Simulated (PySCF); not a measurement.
**CH3BrF2Ge (SMILES F[C](F)([GeH3])Br) at 4 levels**

We compute a comparison of 4 runs (HF/STO-3G, HF/def2-SVP, MP2/6-31G*, MP2/def2-SVP) of CH3BrF2Ge. 

Program for the calculation: PySCF 2.14.0.

## Step 1: The system as given

CH3BrF2Ge: 8 atoms, total charge 0, spin state singlet. As SMILES, `F[C](F)([GeH3])Br`. Geometry: a GFN2-xTB relaxation, a rough one for these elements and not checked as a minimum.

Bond lengths: F1–C2 1.345 Å, C2–F3 1.345 Å, C2–Ge4 1.999 Å, C2–Br5 1.966 Å, Ge4–H6 1.489 Å, Ge4–H7 1.489 Å, Ge4–H8 1.492 Å. Some angles: F1–C2–F3 106.3°, F1–C2–Ge4 112.5°, F1–C2–Br5 108.0°, F3–C2–Ge4 112.6°, F3–C2–Br5 108.0°, Ge4–C2–Br5 109.2°, C2–Ge4–H6 105.9°, C2–Ge4–H7 105.9°, C2–Ge4–H8 107.8°, H6–Ge4–H7 112.1°.

## Step 2: Energy and gradient at HF/STO-3G (run 1)

File mol.xyz:

```xyz
8

F      1.456410    -0.246540     1.269610
C      0.950980    -0.012840     0.045300
F      1.546740    -0.888650    -0.783710
Ge    -1.042930    -0.147030     0.002640
Br     1.488990     1.798680    -0.497410
H     -1.542670     0.883550     0.953400
H     -1.440970     0.145250    -1.402090
H     -1.416540    -1.532420     0.412250
```

File run.py:

```python
from pyscf import gto, scf

system = gto.Mole()
system.atom = 'mol.xyz'
system.spin = 0
system.verbose = 3
system.basis = 'sto-3g'
system.max_memory = 1860
system.build()

hf = scf.RHF(system)
hf.conv_tol = 1e-10
hf.kernel()
if not hf.converged:
    hf = hf.newton().run(hf.mo_coeff, hf.mo_occ)

e_tot = hf.e_tot
print('E(%s) = %.9f' % ('HF', e_tot))
grad = hf.nuc_grad_method().kernel()
hf.analyze()
```

On the command line:

```bash
$ OMP_NUM_THREADS=1 python run.py
```

The program printed:

```text
converged SCF energy = -4831.66729252075
E(HF) = -4831.667292521
--------------- RHF gradients ---------------
         x                y                z
0 F    -0.0152262949     0.0058215295    -0.0367363755
1 C     0.0356905233    -0.0240684812     0.0090004143
2 F    -0.0176545977     0.0251535405     0.0254496166
3 Ge     0.0162804930     0.0005152844     0.0015317743
4 Br    -0.0034783827    -0.0070076759     0.0020611461
5 H    -0.0061575311     0.0176530670     0.0153534435
6 H    -0.0045447910     0.0052144895    -0.0231912966
7 H    -0.0049094188    -0.0232817538     0.0065312773
----------------------------------------------
**** MO energy ****
MO #1   energy= -484.453769235664  occ= 2
MO #2   energy= -400.606563258774  occ= 2
MO #3   energy= -63.181248236619   occ= 2
MO #4   energy= -57.7312183413963  occ= 2
MO #5   energy= -57.7289824927356  occ= 2
MO #6   energy= -57.7289719157026  occ= 2
MO #7   energy= -50.4500766297535  occ= 2
MO #8   energy= -45.5141625157503  occ= 2
MO #9   energy= -45.5136549337708  occ= 2
MO #10  energy= -45.5136401736527  occ= 2
MO #11  energy= -25.9709977776547  occ= 2
MO #12  energy= -25.9707963628352  occ= 2
MO #13  energy= -11.1936915342895  occ= 2
MO #14  energy= -9.12991686292924  occ= 2
MO #15  energy= -6.88129082749675  occ= 2
MO #16  energy= -6.86897839016096  occ= 2
MO #17  energy= -6.8689358393659   occ= 2
MO #18  energy= -6.52773146566355  occ= 2
MO #19  energy= -4.56923681540222  occ= 2
MO #20  energy= -4.568350644352    occ= 2
MO #21  energy= -4.56831576909225  occ= 2
MO #22  energy= -2.23775345641461  occ= 2
MO #23  energy= -2.23327932213308  occ= 2
MO #24  energy= -2.23327171195928  occ= 2
MO #25  energy= -2.22096226291441  occ= 2
MO #26  energy= -2.22096010294121  occ= 2
MO #27  energy= -1.57652691249147  occ= 2
MO #28  energy= -1.50393855750389  occ= 2
MO #29  energy= -0.932030576341415 occ= 2
MO #30  energy= -0.785805995220869 occ= 2
MO #31  energy= -0.713494717334277 occ= 2
MO #32  energy= -0.710452989525789 occ= 2
MO #33  energy= -0.710159805679872 occ= 2
MO #34  energy= -0.707566202029069 occ= 2
MO #35  energy= -0.707560252816045 occ= 2
MO #36  energy= -0.700626120020272 occ= 2
MO #37  energy= -0.620102918322962 occ= 2
MO #38  energy= -0.598505113667383 occ= 2
MO #39  energy= -0.594113159630379 occ= 2
MO #40  energy= -0.510652451627808 occ= 2
MO #41  energy= -0.472450515159156 occ= 2
MO #42  energy= -0.463994548056123 occ= 2
MO #43  energy= -0.454237428168804 occ= 2
MO #44  energy= -0.422012700932151 occ= 2
MO #45  energy= -0.340463438169513 occ= 2
MO #46  energy= -0.318019481438568 occ= 2
MO #47  energy= -0.300617943882984 occ= 2
MO #48  energy= 0.317052014572887  occ= 0
MO #49  energy= 0.418105786115089  occ= 0
MO #50  energy= 0.474022648519077  occ= 0
MO #51  energy= 0.490984215229566  occ= 0
MO #52  energy= 0.514782315928174  occ= 0
MO #53  energy= 0.638873562646803  occ= 0
MO #54  energy= 0.666159482261833  occ= 0
 ** Mulliken atomic charges  **
charge of    0F =     -0.10801
charge of    1C =      0.10076
charge of    2F =     -0.10779
charge of    3Ge =      0.50091
charge of    4Br =     -0.10381
charge of    5H =     -0.09299
charge of    6H =     -0.09362
charge of    7H =     -0.09544
Dipole moment(X, Y, Z, Debye): -2.33937, -1.01994,  0.22872
```

Wall time 11 s (1 thread of Intel Xeon at 2.50GHz (Skylake/Cascade Lake), shared host); peak memory 0.13 GiB.

## Step 3: Energy and gradient at HF/def2-SVP (run 2)

File calc.py:

```python
import pyscf.grad
from pyscf import gto, scf

molecule = gto.M(
    atom='''
F    1.456410  -0.246540   1.269610
C    0.950980  -0.012840   0.045300
F    1.546740  -0.888650  -0.783710
Ge  -1.042930  -0.147030   0.002640
Br   1.488990   1.798680  -0.497410
H   -1.542670   0.883550   0.953400
H   -1.440970   0.145250  -1.402090
H   -1.416540  -1.532420   0.412250
''',
    verbose=4,
    spin=0,
    basis='def2-svp',
    max_memory=1860,
    charge=0,
)

mf = scf.RHF(molecule)
mf.conv_tol = 1e-10
mf.kernel()
if not mf.converged:
    mf = mf.newton().run(mf.mo_coeff, mf.mo_occ)

energy = mf.e_tot
print('E(%s) = %.9f' % ('HF', energy))
grad = mf.Gradients().kernel()
mf.analyze()
```

On the command line:

```bash
$ OMP_NUM_THREADS=1 python calc.py
```

The program printed:

```text
PySCF version 2.14.0

[... 85 lines left out ...]
DFT Exchange-Correlation Energy =     -193.581543582074573
[... 12 lines left out ...]
MO #11  energy= -26.329678893813   occ= 2
[... 10 lines left out ...]
MO #22  energy= -3.20278926942499  occ= 2
[... 10 lines left out ...]
MO #33  energy= -1.60275846700221  occ= 2
[... 10 lines left out ...]
MO #44  energy= -0.510280593264235 occ= 2
[... 10 lines left out ...]
MO #55  energy= 0.35355949119431   occ= 0
[... 10 lines left out ...]
MO #66  energy= 0.705261903464824  occ= 0
[... 10 lines left out ...]
MO #77  energy= 1.11104600414488   occ= 0
[... 10 lines left out ...]
MO #88  energy= 1.81400685174913   occ= 0
[... 10 lines left out ...]
MO #99  energy= 2.26682410252559   occ= 0
[... 10 lines left out ...]
MO #110 energy= 3.43529286576597   occ= 0
[... 10 lines left out ...]
MO #121 energy= 4.26623452707342   occ= 0
[... 93 lines left out ...]
pop of  4 Br 3dxy         1.99999
pop of  4 Br 3dyz         1.99999
pop of  4 Br 3dz^2        1.99999
pop of  4 Br 3dxz         1.99999
pop of  4 Br 3dx2-y2      1.99999
pop of  4 Br 4dxy         0.00315
pop of  4 Br 4dyz         0.00345
pop of  4 Br 4dz^2        0.00246
pop of  4 Br 4dxz         0.00056
pop of  4 Br 4dx2-y2      0.00612
pop of  4 Br 5dxy         0.00008
pop of  4 Br 5dyz         0.00009
pop of  4 Br 5dz^2        0.00004
pop of  4 Br 5dxz         0.00001
pop of  4 Br 5dx2-y2      0.00014
pop of  5 H 1s            1.08785
pop of  5 H 2s            0.00306
pop of  5 H 2px           0.00051
pop of  5 H 2py           0.00217
pop of  5 H 2pz           0.00178
pop of  6 H 1s            1.08854
pop of  6 H 2s            0.00304
pop of  6 H 2px           0.00034
pop of  6 H 2py           0.00022
pop of  6 H 2pz           0.00389
pop of  7 H 1s            1.09204
pop of  7 H 2s            0.00297
pop of  7 H 2px           0.00029
pop of  7 H 2py           0.00368
pop of  7 H 2pz           0.00035
 ** Mulliken atomic charges  **
charge of    0F =     -0.30835
charge of    1C =      0.42754
charge of    2F =     -0.30821
charge of    3Ge =      0.58928
charge of    4Br =     -0.10953
charge of    5H =     -0.09537
charge of    6H =     -0.09603
charge of    7H =     -0.09932
Dipole moment(X, Y, Z, Debye): -2.61923, -0.16048, -0.05092
```

It took 42 s on 1 thread of Intel Xeon at 2.50GHz (Skylake/Cascade Lake), shared host; peak memory 0.32 GiB.

Run 3 isn't shown in full; the table further down has it.

## Step 4: Energy and gradient at MP2/def2-SVP (run 4)

File calc.py:

```python
import pyscf.grad
from pyscf import gto, scf, mp

molecule = gto.Mole()
molecule.atom = [
    ('F', (1.456410, -0.246540, 1.269610)),
    ('C', (0.950980, -0.012840, 0.045300)),
    ('F', (1.546740, -0.888650, -0.783710)),
    ('Ge', (-1.042930, -0.147030, 0.002640)),
    ('Br', (1.488990, 1.798680, -0.497410)),
    ('H', (-1.542670, 0.883550, 0.953400)),
    ('H', (-1.440970, 0.145250, -1.402090)),
    ('H', (-1.416540, -1.532420, 0.412250)),
]
molecule.spin = 0
molecule.max_memory = 1860
molecule.basis = 'def2-svp'
molecule.verbose = 4
molecule.build()

calc0 = scf.RHF(molecule)
calc0.conv_tol = 1e-10
calc0.kernel()
if not calc0.converged:
    calc0 = calc0.newton().run(calc0.mo_coeff, calc0.mo_occ)

pt = mp.MP2(calc0, frozen=21).run()
energy = pt.e_tot
print('Final energy', energy)
grad = pt.Gradients().kernel()
dip = calc0.dip_moment()
pop, q = calc0.mulliken_pop()
```

On the command line:

```bash
$ OMP_NUM_THREADS=1 python calc.py
```

The program printed:

```text
PySCF version 2.14.0

[... 66 lines left out ...]
converged SCF energy = -4885.47003809659
[... 8 lines left out ...]
Final energy -4886.438967950595
[... 8 lines left out ...]
Dipole moment(X, Y, Z, Debye): -2.61923, -0.16048, -0.05092
[... 91 lines left out ...]
pop of  4 Br 5pz          1.07371
pop of  4 Br 3dxy         1.64533
pop of  4 Br 3dyz         1.64526
pop of  4 Br 3dz^2        1.64607
pop of  4 Br 3dxz         1.64632
pop of  4 Br 3dx2-y2      1.64552
pop of  4 Br 4dxy         0.34678
pop of  4 Br 4dyz         0.34681
pop of  4 Br 4dz^2        0.34577
pop of  4 Br 4dxz         0.34522
pop of  4 Br 4dx2-y2      0.34702
pop of  4 Br 5dxy         0.01785
pop of  4 Br 5dyz         0.01717
pop of  4 Br 5dz^2        0.01465
pop of  4 Br 5dxz         0.00977
pop of  4 Br 5dx2-y2      0.02492
pop of  5 H 1s            0.73478
pop of  5 H 2s            0.35052
pop of  5 H 2px           0.00191
pop of  5 H 2py           0.00602
pop of  5 H 2pz           0.00512
pop of  6 H 1s            0.73492
pop of  6 H 2s            0.35098
pop of  6 H 2px           0.00146
pop of  6 H 2py           0.00129
pop of  6 H 2pz           0.01026
pop of  7 H 1s            0.73398
pop of  7 H 2s            0.35735
pop of  7 H 2px           0.00159
pop of  7 H 2py           0.00990
pop of  7 H 2pz           0.00165
 ** Mulliken atomic charges  **
charge of    0F =     -0.30465
charge of    1C =      0.39923
charge of    2F =     -0.30459
charge of    3Ge =      0.65233
charge of    4Br =     -0.14059
charge of    5H =     -0.09835
charge of    6H =     -0.09891
charge of    7H =     -0.10448
```

It took 97 s on 1 thread of Intel Xeon at 2.50GHz (Skylake/Cascade Lake), shared host; peak memory 1.9 GiB.

## Step 5: The series

| run | level | frozen core orbitals | energy (Eh) | dipole moment (D) of the reference | HOMO energy (eV) | LUMO energy (eV) | wall time |
| --- | --- | --- | --- | --- | --- | --- | --- |
| 1 | HF/STO-3G | – | -4831.667293 | 2.56 | -8.18 | 8.63 | 11 s |
| 2 | HF/def2-SVP | – | -4885.470038 | 2.62 | -11.38 | 3.06 | 42 s |
| 3 | MP2/6-31G* (spherical functions) | 21 | -4886.595761 | 2.65 | -11.30 | 2.82 | 2 min |
| 4 | MP2/def2-SVP | 21 | -4886.438968 | 2.62 | -11.38 | 3.06 | 97 s |

## Step 6: What came out

| quantity | value |
| --- | --- |
| run 4: total energy | -4886.43897 Eh |
| run 4: dipole moment (Hartree–Fock density) | 2.62 D |
| run 4: HOMO energy (Hartree–Fock orbitals) | -11.38 eV |
| run 4: LUMO energy (Hartree–Fock orbitals) | 3.06 eV |
| run 4: HOMO–LUMO gap (Hartree–Fock orbitals) | 14.44 eV |
| run 4: correlation energy (21 core orbitals frozen) | -968.9 mEh |
| run 4: largest force on an atom | 0.703 eV/Å |

**Reading.** In run 1 the basis is minimal, so the values are rough. All runs together took 4.5 min, the longest 2 min.
